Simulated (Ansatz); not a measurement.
**C₂H₃F₂GeN: a ladder of functionals and wavefunction methods**

How much do the methods differ for C₂H₃F₂GeN? The plan is to run it at one geometry with functionals of several rungs and with coupled cluster. The yardstick is the atomisation energy at the CCSD(T) limit.

Computed with Ansatz 0.2.0, Gaussian basis. Level: functionals in def2-TZVPP, the program's frozen cores in correlated methods.

Plan: LDA (SPW92), PBE-D4, revPBE-D4, BLYP-D4, r2SCAN-D4, B97M-V, PBE0-D4, B3LYP-D4, r2SCANh-D4, r2SCAN0-D4, HSE06-D4, BHLYP-D4, CAM-B3LYP-D4, LC-ωPBE, ωB97X-V, ωB97M-V, B2PLYP, PBE-QIDH; CCSD(T)/def2-SVP; CCSD(T)/def2-TZVPP; MP2/def2-QZVPP; extrapolation to the limit; RPA on PBE.

### 1 The relaxed structure

An earlier PBE0-D4 in a triple-zeta def2 set relaxation fixed the geometry.

SMILES `[CH3][Ge]([F])([F])[C]#N`, 9 atoms, charge 0, spin multiplicity 1.

Atoms are counted from 1 here; the program's logs count them from 0.

Bond lengths: C1–Ge2 1.912 Å, C1–H7 1.090 Å, C1–H8 1.090 Å, C1–H9 1.090 Å, Ge2–F3 1.717 Å, Ge2–F4 1.717 Å, Ge2–C5 1.918 Å, C5–N6 1.151 Å. Angles: Ge2–C1–H7 109.5°, Ge2–C1–H8 109.5°, Ge2–C1–H9 109.0°, H7–C1–H8 109.5°, H7–C1–H9 109.6°, H8–C1–H9 109.6°, C1–Ge2–F3 111.9°, C1–Ge2–F4 111.9°, C1–Ge2–C5 115.7°, F3–Ge2–F4 105.4°, F3–Ge2–C5 105.6°, F4–Ge2–C5 105.6°, Ge2–C5–N6 176.6°.

### 2 LDA

This LDA is Slater exchange with PW92 correlation.

The input, in.yaml:

```yaml
crystal:
  periodic: [false, false, false]
  atoms:
    - {symbol: C, position_ang: [-0.511967, -0.959531, 0.806556]}
    - {symbol: Ge, position_ang: [0.477395, 0.042375, -0.486385]}
    - {symbol: F, position_ang: [2.166934, -0.020434, -0.188090]}
    - {symbol: F, position_ang: [0.271229, -0.580651, -2.072829]}
    - {symbol: C, position_ang: [0.042905, 1.906886, -0.603510]}
    - {symbol: N, position_ang: [-0.263795, 3.015687, -0.624065]}
    - {symbol: H, position_ang: [-0.337231, -0.545341, 1.799537]}
    - {symbol: H, position_ang: [-1.575099, -0.907553, 0.571724]}
    - {symbol: H, position_ang: [-0.181871, -1.997838, 0.780061]}
basis:
  gaussian: {orbitals: def2-TZVPP}
hamiltonian: {xc: lda}
output: {orbitals: {seedname: orbitals}}
```

Command:

```bash
$ ansatz run in.yaml --threads 4 --pin off --events-out ev --progress --plain --max-ram 10444MiB
```

Further steps of the session: PBE-D4 (GGA); revPBE-D4 (GGA); BLYP-D4 (GGA); r2SCAN-D4 (meta-GGA); B97M-V (meta-GGA); B3LYP-D4 (hybrid); r2SCANh-D4 (hybrid); r2SCAN0-D4 (hybrid); HSE06-D4 (hybrid); BHLYP-D4 (hybrid); CAM-B3LYP-D4 (range-separated); LC-ωPBE (range-separated); ωB97X-V (range-separated); ωB97M-V (range-separated); B2PLYP (double hybrid); PBE-QIDH (double hybrid); CCSD(T) in def2-SVP; CCSD(T) in def2-TZVPP; MP2 in def2-QZVPP; RPA on PBE orbitals.

Q: Predict the results of all the runs planned. Wanted: atomisation energy, CCSD(T)/CBS; farthest beyond LDA; mean size of error, GGA; mean size of error, meta-GGA; mean size of error, hybrid; mean size of error, range-separated; mean size of error, double hybrid; gap, smallest and largest; T1 diagnostic.

As calculated:

| quantity | value |
| --- | --- |
| atomisation energy, CCSD(T)/CBS | 3716.2 kJ/mol |
| functionals within 37.2 kJ/mol (1.0 %) | revPBE-D4, BLYP-D4, r2SCAN-D4, B97M-V, PBE0-D4, B3LYP-D4, HSE06-D4, CAM-B3LYP-D4, LC-ωPBE, ωB97X-V, ωB97M-V, B2PLYP, PBE-QIDH |
| farthest beyond LDA | BHLYP-D4 (-188.1 kJ/mol) |
| mean size of error, GGA | 42.1 kJ/mol |
| mean size of error, meta-GGA | 5.6 kJ/mol |
| mean size of error, hybrid | 69.7 kJ/mol |
| mean size of error, range-separated | 6.3 kJ/mol |
| mean size of error, double hybrid | 33.5 kJ/mol |
| gap, smallest and largest | 6.53 eV (LDA (SPW92)), 14.44 eV (LC-ωPBE) |
| T1 diagnostic | 0.0125 |
| triples share of the correlation energy | 3.8 % |

**Reading.** LDA overbinds by 579.4 kJ/mol (16 %). PBE-D4 is off by +100.5 kJ/mol. Double hybrids carry the basis error of their MP2 part in triple zeta, and no dispersion term here, so their miss is partly the set-up's. The rungs meta-GGA, range-separated, double hybrid miss on average by less than the doubt on the reference (37.2 kJ/mol), so they tie. The reference freezes the cores and leaves out relativity and excitations past (T), and its outer-core shells are covered unevenly, so misses under about 37.2 kJ/mol can't be ranked. Hartree-Fock recovers 69 % of the binding; the rest is correlation. CCSD(T) in def2-SVP is off by -223.8 kJ/mol, more than most functionals: a good method in a small basis is no reference. Orbital gaps span 6.5 to 14.4 eV; exact exchange widens them. Correlated methods include outer-core shells of Ge, which these sets cover unevenly.
